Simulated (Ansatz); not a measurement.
# ClF2Ge2H3: the cost of one run

Program: Ansatz 0.2.0. Level of theory: RKS PBE/def2-SVP. These are calculated values, not measurements.

## Step 1: Starting point

Bond lengths: Ge1–Ge2 2.400 Å, Ge2–H3 1.550 Å, Ge2–H4 1.550 Å, Ge2–H5 1.550 Å, Ge1–F6 1.680 Å, Ge1–Cl7 2.218 Å, Ge1–F8 1.679 Å. Angles: Ge1–Ge2–H3 109.5°, Ge1–Ge2–H4 109.5°, Ge1–Ge2–H5 109.5°, H3–Ge2–H4 109.4°, H3–Ge2–H5 109.4°, H4–Ge2–H5 109.4°, Ge2–Ge1–F6 109.4°, Ge2–Ge1–Cl7 109.5°, Ge2–Ge1–F8 109.5°, F6–Ge1–Cl7 109.5°, F6–Ge1–F8 109.5°, Cl7–Ge1–F8 109.5°.

As a file:

```xyz
8

Ge    0.0000    0.0000    0.0000
Ge    0.0000    0.0000    2.4000
H    -1.3958   -0.4318    2.9174
H     1.0719   -0.9929    2.9174
H     0.3240    1.4247    2.9174
F     1.5842    0.0000   -0.5594
Cl   -1.0456    1.8115   -0.7393
F    -0.7913   -1.3709   -0.5594
```

## Step 2: Relaxing the start

The input, input.yaml:

```yaml
crystal:
  periodic: [false, false, false]
  atoms:
    - { symbol: Ge, position_ang: [0.0, 0.0, 0.0] }
    - { symbol: Ge, position_ang: [0.0, 0.0, 2.4] }
    - { symbol: H, position_ang: [-1.3958, -0.4318, 2.9174] }
    - { symbol: H, position_ang: [1.0719, -0.9929, 2.9174] }
    - { symbol: H, position_ang: [0.324, 1.4247, 2.9174] }
    - { symbol: F, position_ang: [1.5842, 0.0, -0.5594] }
    - { symbol: Cl, position_ang: [-1.0456, 1.8115, -0.7393] }
    - { symbol: F, position_ang: [-0.7913, -1.3709, -0.5594] }
basis:
  gaussian: { orbitals: def2-SVP }
hamiltonian:
  xc: pbe
relax:
  f_tol: 0.02
  max_steps: 40
```

On the command line:

```sh
> ansatz run input.yaml --threads 4 --pin off --max-ram 5120MiB --backend cpu --events-out ev --progress --plain --runs-dir out
```

What time and memory should one allow on 4 threads of Intel Xeon Platinum 8259CL at 2.50GHz (Skylake/Cascade Lake), shared host?

About 15 s, with a peak of 0.21 GiB.
